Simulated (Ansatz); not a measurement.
# HfHCl (triplet): from Hartree-Fock to the top rungs, def2-QZVPP

An exercise on one series of results from a longer session: the logs are not shown, and one member is left open.

The runs use Ansatz 0.2.0, Gaussian basis; def2-QZVPP, core rule «outside noble gas», up to 9 orbitals frozen.

Plan: UHF; ROHF; CCSD(T) on UHF.

2 further runs of the same task are left out: 2 set aside as unsound or not needed.

**The geometry**

The geometry is a PBE0/def2-TZVP stationary point (not a proven minimum) of the parent state, kept for this charge and spin. No spin-orbit coupling is included. Elements past krypton take def2 core potentials.

3 atoms, charge 0, spin multiplicity 3.

Atoms are counted from 1 here; the program's logs count them from 0.

Bond lengths: Hf1–Cl2 2.337 Å, Hf1–H3 1.882 Å. Angles: Cl2–Hf1–H3 180.0°.

Set-up of the first run:

Contents of in.yaml:

```yaml
crystal:
  periodic: [false, false, false]
  atoms:
    - {symbol: Hf, position_ang: [0.000000, 0.000000, 0.151500]}
    - {symbol: Cl, position_ang: [0.000000, 0.000000, -2.185400]}
    - {symbol: H, position_ang: [0.000000, 0.000000, 2.033900]}
basis:
  gaussian: {orbitals: "def2-QZVPP.json"}
magnetization: {spin_polarized: true, initial_magnetization: 2}
hamiltonian: {xc: hf}
output: {orbitals: {seedname: orbitals}}
```

Started as:

```
$ ansatz run in.yaml --threads 1 --pin off --events-out ev --progress --plain --max-ram 4096MiB --backend cpu
```

Among the steps run: UHF; ROHF; CCSD(T) on UHF.

One table of the session follows, with a row left open; its other results are not shown here.

```
  method  from UCCSD(T) (meV)
    ROHF              +8792.8
     UHF                    ?
    UMP2              +1041.0
   UCCSD               +373.1
UCCSD(T)                    0
```

**Question.** Estimate the row for UHF.

The run gave: from UCCSD(T) (meV): +8681.6. In the column «from UCCSD(T) (meV)» it lies between UMP2 (+1041.0) and ROHF (+8792.8).
